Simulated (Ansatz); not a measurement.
**Ga3 (sextet): wave-function methods side by side, cc-pVTZ**

An exercise on one series of results from a longer session: the logs are not shown, and one member is left open.

Method: cc-pVTZ, core rule «outside noble gas», up to 42 orbitals frozen; program: Ansatz 0.2.0, Gaussian basis.

Plan: UHF; CCSD(T) on ROHF; CCSD(T) on UHF; BCCD(T) on ROHF; CCSDT(Q) on ROHF; CCSDT(Q) on UHF; CASSCF and MRCISD+Q, 9 electrons in 12 orbitals; CASSCF and NEVPT2, 9 electrons in 12 orbitals.

5 further runs of the same task are left out: 5 set aside as unsound or not needed. Runs told in other sessions of the task aren't counted.

**The system**

The geometry is a PBE0/def2-TZVP stationary point (not a proven minimum) of the parent state, kept for this charge and spin. No spin-orbit coupling is included. The filled d shell of Ga may be among the frozen orbitals whatever the setting's name suggests.

3 atoms, charge 0, spin multiplicity 6.

Atoms are counted from 1 here; the program's logs count them from 0.

Bond lengths: Ga1–Ga2 2.566 Å, Ga2–Ga3 2.566 Å. Angles: Ga1–Ga2–Ga3 73.6°.

The first run:

Input file in.yaml:

```yaml
crystal:
  periodic: [false, false, false]
  atoms:
    - {symbol: Ga, position_ang: [0.000000, -0.685100, -1.536400]}
    - {symbol: Ga, position_ang: [0.000000, 1.370200, 0.000000]}
    - {symbol: Ga, position_ang: [0.000000, -0.685100, 1.536400]}
basis:
  gaussian: {orbitals: cc-pVTZ}
magnetization: {spin_polarized: true, initial_magnetization: 5}
hamiltonian: {xc: hf}
output: {orbitals: {seedname: orbitals}}
```

Started as:

```console
$ ansatz run in.yaml --threads 1 --pin off --events-out ev --progress --plain --max-ram 4096MiB --backend cpu
```

Steps of the session up to this table: UHF; CCSD(T) on ROHF; CCSD(T) on UHF; BCCD(T) on ROHF; CCSDT(Q) on ROHF; CCSDT(Q) on UHF; CASSCF and MRCISD+Q, 9 electrons in 12 orbitals; CASSCF and NEVPT2, 9 electrons in 12 orbitals.

One of the session's tables, all rows but one given; the rest of the session is left out.

```
          method  from RCCSDT(Q) (kcal/mol)
            ROHF                    +108.03
             UHF                    +102.94
            RMP2                     +23.11
            UMP2                     +24.37
           RCCSD                      +8.57
           UCCSD                      +7.35
        RCCSD(T)                      +1.76
        UCCSD(T)                      +0.82
         BCCD(T)                      +1.74
          RCCSDT                          ?
          UCCSDT                      -0.44
       RCCSDT(Q)                          0
       UCCSDT(Q)                      -1.04
  CASSCF valence                     +62.69
  NEVPT2 valence                     +14.59
  MRCISD valence                      +5.04
MRCISD+Q valence                      +0.45
```

Estimate the missing values for RCCSDT.

**Answer.** from RCCSDT(Q) (kcal/mol): +0.60. In the column «from RCCSDT(Q) (kcal/mol)» it lies between MRCISD+Q valence (+0.45) and UCCSD(T) (+0.82).

Limits of these values: Restricted and unrestricted rows rest on different reference determinants; a gap between their highest levels can come from leftover correlation error, from unlike frozen cores or from another state.
